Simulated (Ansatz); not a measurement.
# ClFH2Si + H2: a complex and its separated parts, part 1 of 2

The complex below is one end of an elementary step. How strongly is it bound against its free parts?

Program: Ansatz 0.2.0, Gaussian basis. Level of theory: PBE0-D4/def2-TZVP structures, single points in def2-TZVPP, no counterpoise correction. These are calculated values, not measurements.

Levels: SPW92, PBE-D4, BLYP-D4, r2SCAN-D4, B97M-V, PBE0-D4, B3LYP-D4, r2SCAN0-D4, BHLYP-D4, CAM-B3LYP-D4, wB97X-V, wB97M-V, B2PLYP, PBE-QIDH, RPA on PBE, Hartree-Fock, MP2, CCSD, CCSD(T).

Correlated methods freeze the cores. B3LYP uses VWN-RPA correlation. B2PLYP carries no dispersion term here.

95 further runs of the same task are left out: 1 that didn't finish, 94 set aside as unsound or not needed.

### 1 Where the work starts

The complex: 7 atoms, charge 0, spin multiplicity 1.

Atoms are counted from 1 here; the program's logs count them from 0.

Bond lengths: Si1–H3 1.475 Å, Si1–H4 1.475 Å, Si1–Cl5 2.035 Å, Si1–F7 1.591 Å, H2–H6 0.747 Å. Angles: H3–Si1–H4 113.7°, H3–Si1–Cl5 108.9°, H3–Si1–F7 108.3°, H4–Si1–Cl5 108.9°, H4–Si1–F7 108.2°, Cl5–Si1–F7 108.7°.

Coordinates:

```xyz
7

Si   -0.9229    0.4740    0.2327
H     2.4261   -1.7960   -0.5491
H    -0.4157   -0.5634    1.1502
H    -2.1548    0.0844   -0.4790
Cl   -1.2838    2.1733    1.2934
H     2.1488   -1.1490   -0.7980
F     0.2022    0.7767   -0.8501
```

Its parts: ClFH2Si holds atoms 1, 3, 4, 5, 7; H2 holds atoms 2, 6. Each part counts its atoms afresh in its own runs.

### 2 Relaxing ClFH2Si alone

File relax-a/in.yaml:

```yaml
crystal:
  periodic: [false, false, false]
  atoms:
    - {symbol: Si, position_ang: [-0.922897, 0.473997, 0.232722]}
    - {symbol: H, position_ang: [-0.415696, -0.563407, 1.150210]}
    - {symbol: H, position_ang: [-2.154811, 0.084406, -0.478968]}
    - {symbol: Cl, position_ang: [-1.283807, 2.173259, 1.293381]}
    - {symbol: F, position_ang: [0.202244, 0.776670, -0.850074]}
basis:
  gaussian: {orbitals: def2-TZVP}
hamiltonian: {xc: pbe0, dispersion: d4}
relax: {f_tol: 0.005, max_steps: 200}
```

Launch:

```sh
$ ansatz run in.yaml --threads 2 --pin off --events-out ev --progress --plain --max-ram 4352MiB
```

The log of the run, shortened:

```text
Functional definition: PBE0
  name "PBE0"
  cite "Adamo & Barone, J. Chem. Phys. 110, 6158 (1999) doi:10.1063/1.478522"
  cite "Perdew, Burke & Ernzerhof, Phys. Rev. Lett. 77, 3865 (1996) doi:10.1103/PhysRevLett.77.3865"
  parent pbe
[...]
780 factors; their error is unknown
[...]
mean field -23144.55357693 eV, -850.5466560102 hartree, gradient 5.1e-5 eV, S^2 0.000000; 0 other end points of the search recorded, 0 dependent functions left out
[...]
reference -23144.55360230 eV, -850.5466569425 hartree; 21, 21 occupied and 96, 96 virtual orbitals, 780 factors
[...]
reference -23144.55364016 eV, -850.5466583340 hartree; 21, 21 occupied and 96, 96 virtual orbitals, 780 factors
Total energy: -23144.62576853 eV, -850.5493090026 hartree
Atom 0 at    -0.922215     0.474497     0.231704 Å, force     0.000088    -0.000532    -0.000959 eV/Å
Atom 1 at    -0.415756    -0.562907     1.150059 Å, force    -0.000264    -0.000042    -0.000098 eV/Å
Atom 2 at    -2.155111     0.084728    -0.478288 Å, force    -0.000028    -0.000655     0.000062 eV/Å
Atom 3 at    -1.284495     2.172771     1.293781 Å, force     0.000319     0.000927     0.000506 eV/Å
Atom 4 at     0.202610     0.775837    -0.849986 Å, force    -0.000115     0.000302     0.000489 eV/Å
Dipole moment:    -0.141606    -0.227737     0.060783 e Å
```

It took 5.5 s on 2 threads of Arm Neoverse V1, shared host.

Relaxation path:

```csv
step,energy from step 1 (eV),largest force component (eV/Å)
1,0.0000,0.0414
2,0.0000,0.0200
3,0.0000,0.0010
```

Distances of close pairs at the start and the end, largest changes first:

```csv
bond,before (Å),after (Å),change (Å)
Si1–F5,1.591,1.589,-0.001
Si1–H2,1.475,1.475,+0.000
Si1–Cl4,2.035,2.036,+0.000
Si1–H3,1.475,1.475,+0.000
```

### 3 Relaxing H2 alone

File relax-b/in.yaml:

```yaml
crystal:
  periodic: [false, false, false]
  atoms:
    - {symbol: H, position_ang: [2.426052, -1.795994, -0.549067]}
    - {symbol: H, position_ang: [2.148816, -1.149031, -0.798005]}
basis:
  gaussian: {orbitals: def2-TZVP}
hamiltonian: {xc: pbe0, dispersion: d4}
relax: {f_tol: 0.005, max_steps: 200}
```

Launch:

```sh
$ ansatz run in.yaml --threads 2 --pin off --events-out ev --progress --plain --max-ram 4352MiB
```

The log of the run, shortened:

```text
[... 5 set-up lines as earlier in the session ...]
[...]
88 factors; their error is unknown
[...]
mean field -31.78864863 eV, -1.1682112899 hartree, gradient 1.7e-5 eV, S^2 0.000000; 0 other end points of the search recorded, 0 dependent functions left out
[...]
reference -31.78866862 eV, -1.1682120245 hartree; 1, 1 occupied and 11, 11 virtual orbitals, 88 factors
Total energy: -31.79027516 eV, -1.1682710638 hartree
Atom 0 at     2.425967    -1.795796    -0.549143 Å, force    -0.000162     0.000377    -0.000145 eV/Å
Atom 1 at     2.148901    -1.149229    -0.797929 Å, force     0.000162    -0.000377     0.000145 eV/Å
Dipole moment:     0.000000    -0.000000    -0.000000 e Å
```

Run time: 0.15 s. Hardware: 2 threads of Arm Neoverse V1, shared host.

The steps of the relaxation:

```csv
step,energy from step 1 (eV),largest force component (eV/Å)
1,0.0000,0.0147
2,0.0000,0.0004
```

The bond:

```csv
bond,before (Å),after (Å),change (Å)
H1–H2,0.747,0.746,-0.000
```

### 4 SPW92/def2-TZVPP

File parta/in.yaml:

```yaml
crystal:
  periodic: [false, false, false]
  atoms:
    - {symbol: Si, position_ang: [-0.922215, 0.474497, 0.231704]}
    - {symbol: H, position_ang: [-0.415756, -0.562907, 1.150059]}
    - {symbol: H, position_ang: [-2.155111, 0.084728, -0.478288]}
    - {symbol: Cl, position_ang: [-1.284495, 2.172771, 1.293781]}
    - {symbol: F, position_ang: [0.202610, 0.775837, -0.849986]}
basis:
  gaussian: {orbitals: def2-TZVPP}
hamiltonian: {xc: lda}
```

File partb/in.yaml:

```yaml
crystal:
  periodic: [false, false, false]
  atoms:
    - {symbol: H, position_ang: [2.425967, -1.795796, -0.549143]}
    - {symbol: H, position_ang: [2.148901, -1.149229, -0.797929]}
basis:
  gaussian: {orbitals: def2-TZVPP}
hamiltonian: {xc: lda}
```

Each run has its own folder and the same command.

Launch:

```sh
$ ansatz run in.yaml --threads 2 --pin off --events-out ev --progress --plain --max-ram 4352MiB
```

Output in parta, shortened:

```text
Functional definition: SPW92
  name "SPW92"
  cite "Dirac, Proc. Camb. Phil. Soc. 26, 376 (1930) doi:10.1017/S0305004100016108"
  cite "Slater, Phys. Rev. 81, 385 (1951) doi:10.1103/PhysRev.81.385"
  cite "Perdew & Wang, Phys. Rev. B 45, 13244 (1992) doi:10.1103/PhysRevB.45.13244"
[...]
856 factors; their error is unknown
[...]
mean field -23064.84535615 eV, -847.6174329248 hartree, gradient 5.8e-5 eV, S^2 0.000000; 0 other end points of the search recorded, 0 dependent functions left out
reference -23064.84538723 eV, -847.6174340670 hartree; 21, 21 occupied and 122, 122 virtual orbitals, 856 factors
Total energy: -23064.84538723 eV, -847.6174340670 hartree
```

Log of partb, shortened:

```text
[... 5 set-up lines as earlier in the session ...]
[...]
118 factors; their error is unknown
[...]
mean field -30.93527237 eV, -1.1368502910 hartree, gradient 4.4e-5 eV, S^2 0.000000; 0 other end points of the search recorded, 0 dependent functions left out
reference -30.93529305 eV, -1.1368510509 hartree; 1, 1 occupied and 27, 27 virtual orbitals, 118 factors
Total energy: -30.93529305 eV, -1.1368510509 hartree
```

Times: 0.6 s (parta), 0.1 s (partb) on 2 threads of Arm Neoverse V1, shared host.

### 5 PBE-D4/def2-TZVPP

Each input of step 4 (parta, partb) changes in the same lines:

```diff
-hamiltonian: {xc: lda}
+hamiltonian: {xc: pbe, dispersion: d4}
```

One command serves all of them, each in its own folder.

Launch:

```sh
$ ansatz run in.yaml --threads 2 --pin off --events-out ev --progress --plain --max-ram 4352MiB
```

parta printed, shortened:

```text
Functional definition: PBE
  name "PBE"
[... 2 set-up lines as earlier in the session ...]
[...]
856 factors; their error is unknown
[...]
mean field -23142.70886187 eV, -850.4788639823 hartree, gradient 8.4e-5 eV, S^2 0.000000; 0 other end points of the search recorded, 0 dependent functions left out
reference -23142.70889524 eV, -850.4788652086 hartree; 21, 21 occupied and 122, 122 virtual orbitals, 856 factors
Total energy: -23142.79552474 eV, -850.4820487840 hartree
```

partb printed, shortened:

```text
[... 4 set-up lines as earlier in the session ...]
[...]
118 factors; their error is unknown
[...]
mean field -31.73221641 eV, -1.1661374442 hartree, gradient 3.1e-5 eV, S^2 0.000000; 0 other end points of the search recorded, 0 dependent functions left out
reference -31.73223809 eV, -1.1661382408 hartree; 1, 1 occupied and 27, 27 virtual orbitals, 118 factors
Total energy: -31.73425730 eV, -1.1662124454 hartree
```

Times: 1.1 s (parta), 0.1 s (partb) on 2 threads of Arm Neoverse V1, shared host.

### 6 BLYP-D4/def2-TZVPP

The same edit goes into each in.yaml of step 5 (parta, partb):

```diff
-hamiltonian: {xc: pbe, dispersion: d4}
+hamiltonian: {xc: {name: BLYP}, dispersion: d4}
```

One command serves all of them, each in its own folder.

Launch:

```sh
$ ansatz run in.yaml --threads 2 --pin off --events-out ev --progress --plain --max-ram 4352MiB
```

parta printed, shortened:

```text
Functional definition: BLYP
  name "BLYP"
  cite "Becke, Phys. Rev. A 38, 3098 (1988) doi:10.1103/PhysRevA.38.3098"
  cite "Lee, Yang & Parr, Phys. Rev. B 37, 785 (1988) doi:10.1103/PhysRevB.37.785"
[...]
856 factors; their error is unknown
[...]
mean field -23154.22313741 eV, -850.9020058038 hartree, gradient 8.0e-5 eV, S^2 0.000000; 0 other end points of the search recorded, 0 dependent functions left out
reference -23154.22343441 eV, -850.9020167181 hartree; 21, 21 occupied and 122, 122 virtual orbitals, 856 factors
Total energy: -23154.41742888 eV, -850.9091458837 hartree
```

Log of partb, shortened:

```text
[... 4 set-up lines as earlier in the session ...]
[...]
118 factors; their error is unknown
[...]
mean field -31.82604587 eV, -1.1695856131 hartree, gradient 8.3e-5 eV, S^2 0.000000; 0 other end points of the search recorded, 0 dependent functions left out
reference -31.82623829 eV, -1.1695926845 hartree; 1, 1 occupied and 27, 27 virtual orbitals, 118 factors
Total energy: -31.83113615 eV, -1.1697726776 hartree
```

Times: 1.1 s (parta), 0.1 s (partb) on 2 threads of Arm Neoverse V1, shared host.

### 7 r2SCAN-D4/def2-TZVPP

Each input of step 6 (parta, partb) changes in the same lines:

```diff
-hamiltonian: {xc: {name: BLYP}, dispersion: d4}
+hamiltonian: {xc: r2scan, dispersion: d4}
```

The same command starts each run, in its folder.

Launch:

```sh
$ ansatz run in.yaml --threads 2 --pin off --events-out ev --progress --plain --max-ram 4352MiB
```

Output in parta, shortened:

```text
Functional definition: r2SCAN
  name "r2SCAN"
  cite "Furness, Kaplan, Ning, Perdew & Sun, J. Phys. Chem. Lett. 11, 8208 (2020) doi:10.1021/acs.jpclett.0c02405"
  cite "Furness, Kaplan, Ning, Perdew & Sun, J. Phys. Chem. Lett. 11, 9248 (2020) doi:10.1021/acs.jpclett.0c03077"
  parent r2scan
[...]
856 factors; their error is unknown
[...]
mean field -23152.01430257 eV, -850.8208326203 hartree, gradient 5.8e-5 eV, S^2 0.000000; 0 other end points of the search recorded, 0 dependent functions left out
reference -23152.01431159 eV, -850.8208329520 hartree; 21, 21 occupied and 122, 122 virtual orbitals, 856 factors
Total energy: -23152.03316754 eV, -850.8215258954 hartree
```

Log of partb, shortened:

```text
[... 5 set-up lines as earlier in the session ...]
[...]
118 factors; their error is unknown
[...]
mean field -31.87205487 eV, -1.1712764127 hartree, gradient 4.1e-5 eV, S^2 0.000000; 0 other end points of the search recorded, 0 dependent functions left out
reference -31.87206148 eV, -1.1712766559 hartree; 1, 1 occupied and 27, 27 virtual orbitals, 118 factors
Total energy: -31.87256286 eV, -1.1712950812 hartree
```

Wall times: 2.5 s (parta), 0.35 s (partb) on 2 threads of Arm Neoverse V1, shared host.

### 8 B97M-V/def2-TZVPP

Each input of step 7 (parta, partb) changes in the same lines:

```diff
-hamiltonian: {xc: r2scan, dispersion: d4}
+hamiltonian: {xc: {name: B97M-V}}
```

One command serves all of them, each in its own folder.

Launch:

```sh
$ ansatz run in.yaml --threads 2 --pin off --events-out ev --progress --plain --max-ram 4352MiB
```

Output in parta, shortened:

```text
Functional definition: B97M-V
  name "B97M-V"
  cite "Mardirossian & Head-Gordon, J. Chem. Phys. 142, 074111 (2015) doi:10.1063/1.4907719"
  cite "Becke, J. Chem. Phys. 107, 8554 (1997) doi:10.1063/1.475007"
  cite "Vydrov & Van Voorhis, J. Chem. Phys. 133, 244103 (2010) doi:10.1063/1.3521275"
  # Of w^i u^j: cxij and so on, Table III.
[...]
  gx(w, u) = cx00 + cx01*u + cx02*u^2 + (cx10 + cx11*u)*w
[...]
  gos(w, u) = cos00 + cos01*u + cos03*u^3 + cos10*w + cos32*w^3*u^2
[...]
      + integral(e_c_pw_mod_opposite_spin*gos(b97_w_opposite, b97_u_opposite)) + vv10(b, c)
856 factors; their error is unknown
[...]
mean field -23148.41587570 eV, -850.6885928720 hartree, gradient 5.5e-5 eV, S^2 0.000000; 0 other end points of the search recorded, 0 dependent functions left out
reference -23148.41592243 eV, -850.6885945895 hartree; 21, 21 occupied and 122, 122 virtual orbitals, 856 factors
Total energy: -23148.41592243 eV, -850.6885945895 hartree
```

Log of partb, shortened:

```text
[... 5 set-up lines as earlier in the session ...]
  # Of w^i u^j: cxij and so on, Table III.
[...]
  gx(w, u) = cx00 + cx01*u + cx02*u^2 + (cx10 + cx11*u)*w
  gss(w, u) = css00 + css02*u^2 + css10*w + (css32*w^3 + css42*w^4)*u^2
  gos(w, u) = cos00 + cos01*u + cos03*u^3 + cos10*w + cos32*w^3*u^2
[...]
      + integral(e_c_pw_mod_opposite_spin*gos(b97_w_opposite, b97_u_opposite)) + vv10(b, c)
118 factors; their error is unknown
[...]
mean field -31.90530450 eV, -1.1724983144 hartree, gradient 8.2e-6 eV, S^2 0.000000; 0 other end points of the search recorded, 0 dependent functions left out
reference -31.90533419 eV, -1.1724994052 hartree; 1, 1 occupied and 27, 27 virtual orbitals, 118 factors
Total energy: -31.90533419 eV, -1.1724994052 hartree
```

Times: 4.7 s (parta), 0.25 s (partb) on 2 threads of Arm Neoverse V1, shared host.

### 9 PBE0-D4/def2-TZVPP

Each input of step 8 (parta, partb) changes in the same lines:

```diff
-hamiltonian: {xc: {name: B97M-V}}
+hamiltonian: {xc: pbe0, dispersion: d4}
+output: {orbitals: {seedname: orbitals}}
```

Each run has its own folder and the same command.

Launch:

```sh
$ ansatz run in.yaml --threads 2 --pin off --events-out ev --progress --plain --max-ram 4352MiB
```

Log of parta, shortened:

```text
[... 5 set-up lines as earlier in the session ...]
[...]
890 factors; their error is unknown
[...]
mean field -23144.56564840 eV, -850.5470996286 hartree, gradient 4.6e-5 eV, S^2 0.000000; 0 other end points of the search recorded, 0 dependent functions left out
reference -23144.56567350 eV, -850.5471005510 hartree; 21, 21 occupied and 122, 122 virtual orbitals, 890 factors
Total energy: -23144.63780187 eV, -850.5497512197 hartree
```

Log of partb, shortened:

```text
[... 5 set-up lines as earlier in the session ...]
[...]
118 factors; their error is unknown
[...]
mean field -31.79610850 eV, -1.1684854353 hartree, gradient 5.5e-5 eV, S^2 0.000000; 0 other end points of the search recorded, 0 dependent functions left out
reference -31.79612449 eV, -1.1684860230 hartree; 1, 1 occupied and 27, 27 virtual orbitals, 118 factors
Total energy: -31.79773104 eV, -1.1685450624 hartree
```

They took 1.4 s (parta), 0.1 s (partb) on 2 threads of Arm Neoverse V1, shared host.

### 10 B3LYP-D4/def2-TZVPP

Each input of step 9 (parta, partb) changes in the same lines:

```diff
-hamiltonian: {xc: pbe0, dispersion: d4}
-output: {orbitals: {seedname: orbitals}}
+hamiltonian: {xc: {name: B3LYP}, dispersion: d4}
```

One command serves all of them, each in its own folder.

Launch:

```sh
$ ansatz run in.yaml --threads 2 --pin off --events-out ev --progress --plain --max-ram 4352MiB
```

Log of parta, shortened:

```text
Functional definition: B3LYP
  name "B3LYP"
  cite "Stephens, Devlin, Chabalowski & Frisch, J. Phys. Chem. 98, 11623 (1994) doi:10.1021/j100096a001"
[... 2 set-up lines as earlier in the session ...]
  cite "Vosko, Wilk & Nusair, Can. J. Phys. 58, 1200 (1980) doi:10.1139/p80-159"
[...]
878 factors; their error is unknown
[...]
mean field -23155.71033359 eV, -850.9566592553 hartree, gradient 4.9e-5 eV, S^2 0.000000; 0 other end points of the search recorded, 0 dependent functions left out
reference -23155.71055627 eV, -850.9566674384 hartree; 21, 21 occupied and 122, 122 virtual orbitals, 878 factors
Total energy: -23155.85291655 eV, -850.9618990825 hartree
```

partb printed, shortened:

```text
[... 6 set-up lines as earlier in the session ...]
[...]
118 factors; their error is unknown
[...]
mean field -32.10923163 eV, -1.1799924981 hartree, gradient 4.5e-5 eV, S^2 0.000000; 0 other end points of the search recorded, 0 dependent functions left out
reference -32.10937373 eV, -1.1799977202 hartree; 1, 1 occupied and 27, 27 virtual orbitals, 118 factors
Total energy: -32.11252480 eV, -1.1801135197 hartree
```

Times: 1.4 s (parta), 0.1 s (partb) on 2 threads of Arm Neoverse V1, shared host.

### 11 r2SCAN0-D4/def2-TZVPP

The same edit goes into each in.yaml of step 10 (parta, partb):

```diff
-hamiltonian: {xc: {name: B3LYP}, dispersion: d4}
+hamiltonian: {xc: {name: r2SCAN0}, dispersion: d4}
```

The same command starts each run, in its folder.

Launch:

```sh
$ ansatz run in.yaml --threads 2 --pin off --events-out ev --progress --plain --max-ram 4352MiB
```

Log of parta, shortened:

```text
Functional definition: r2SCAN0
  name "r2SCAN0"
  cite "Bursch, Neugebauer, Ehlert & Grimme, J. Chem. Phys. 156, 134105 (2022) doi:10.1063/5.0086040"
[... 3 set-up lines as earlier in the session ...]
[...]
890 factors; their error is unknown
[...]
mean field -23151.48799181 eV, -850.8014910567 hartree, gradient 5.0e-5 eV, S^2 0.000000; 0 other end points of the search recorded, 0 dependent functions left out
reference -23151.48799896 eV, -850.8014913197 hartree; 21, 21 occupied and 122, 122 virtual orbitals, 890 factors
Total energy: -23151.51067599 eV, -850.8023246851 hartree
```

Log of partb, shortened:

```text
[... 6 set-up lines as earlier in the session ...]
[...]
118 factors; their error is unknown
[...]
mean field -31.85187702 eV, -1.1705348907 hartree, gradient 1.4e-5 eV, S^2 0.000000; 0 other end points of the search recorded, 0 dependent functions left out
reference -31.85188215 eV, -1.1705350790 hartree; 1, 1 occupied and 27, 27 virtual orbitals, 118 factors
Total energy: -31.85242352 eV, -1.1705549741 hartree
```

Wall times: 2.7 s (parta), 0.35 s (partb) on 2 threads of Arm Neoverse V1, shared host.

### 12 BHLYP-D4/def2-TZVPP

Each input of step 11 (parta, partb) changes in the same lines:

```diff
-hamiltonian: {xc: {name: r2SCAN0}, dispersion: d4}
+hamiltonian: {xc: {name: BHLYP}, dispersion: d4}
```

The same command starts each run, in its folder.

Launch:

```sh
$ ansatz run in.yaml --threads 2 --pin off --events-out ev --progress --plain --max-ram 4352MiB
```

Output in parta, shortened:

```text
Functional definition: BHLYP
  name "BHLYP"
  cite "Becke, J. Chem. Phys. 98, 1372 (1993) doi:10.1063/1.464304"
[... 2 set-up lines as earlier in the session ...]
[...]
947 factors; their error is unknown
[...]
mean field -23153.80374318 eV, -850.8865933500 hartree, gradient 7.5e-5 eV, S^2 0.000000; 0 other end points of the search recorded, 0 dependent functions left out
reference -23153.80389504 eV, -850.8865989308 hartree; 21, 21 occupied and 122, 122 virtual orbitals, 947 factors
Total energy: -23153.91734321 eV, -850.8907680742 hartree
```

Log of partb, shortened:

```text
[... 5 set-up lines as earlier in the session ...]
[...]
118 factors; their error is unknown
[...]
mean field -31.83806550 eV, -1.1700273264 hartree, gradient 5.6e-5 eV, S^2 0.000000; 0 other end points of the search recorded, 0 dependent functions left out
reference -31.83816106 eV, -1.1700308382 hartree; 1, 1 occupied and 27, 27 virtual orbitals, 118 factors
Total energy: -31.83990464 eV, -1.1700949135 hartree
```

Times: 1.4 s (parta), 0.1 s (partb) on 2 threads of Arm Neoverse V1, shared host.

### 13 CAM-B3LYP-D4/def2-TZVPP

The same edit goes into each in.yaml of step 12 (parta, partb):

```diff
-hamiltonian: {xc: {name: BHLYP}, dispersion: d4}
+hamiltonian: {xc: {name: CAM-B3LYP}, dispersion: d4}
```

The same command starts each run, in its folder.

Launch:

```sh
$ ansatz run in.yaml --threads 2 --pin off --events-out ev --progress --plain --max-ram 4352MiB
```

parta printed, shortened:

```text
Functional definition: CAM-B3LYP
  name "CAM-B3LYP"
  cite "Yanai, Tew & Handy, Chem. Phys. Lett. 393, 51 (2004) doi:10.1016/j.cplett.2004.06.011"
  cite "Iikura, Tsuneda, Yanai & Hirao, J. Chem. Phys. 115, 3540 (2001) doi:10.1063/1.1383587"
[... 2 set-up lines as earlier in the session ...]
[...]
  # Exact exchange under (alpha + beta erf(omega r))/r, Becke's under what is left of 1/r.
[...]
878 factors; their error is unknown
177 factors; integrals over basis functions are off by at most 1.5e-5 eV
[...]
mean field -23154.68346637 eV, -850.9189225811 hartree, gradient 5.7e-5 eV, S^2 0.000000; 0 other end points of the search recorded, 0 dependent functions left out
reference -23154.68357463 eV, -850.9189265593 hartree; 21, 21 occupied and 122, 122 virtual orbitals, 878 factors
Total energy: -23154.75684061 eV, -850.9216190345 hartree
```

Log of partb, shortened:

```text
[... 6 set-up lines as earlier in the session ...]
[...]
  # Exact exchange under (alpha + beta erf(omega r))/r, Becke's under what is left of 1/r.
[...]
118 factors; their error is unknown
42 factors; integrals over basis functions are off by at most 6.3e-5 eV
[...]
mean field -31.88030504 eV, -1.1715796010 hartree, gradient 6.4e-5 eV, S^2 0.000000; 0 other end points of the search recorded, 0 dependent functions left out
reference -31.88037498 eV, -1.1715821712 hartree; 1, 1 occupied and 27, 27 virtual orbitals, 118 factors
Total energy: -31.88188837 eV, -1.1716377872 hartree
```

Times: 1.6 s (parta), 0.15 s (partb) on 2 threads of Arm Neoverse V1, shared host.

(Continued in part 2 of 2.)
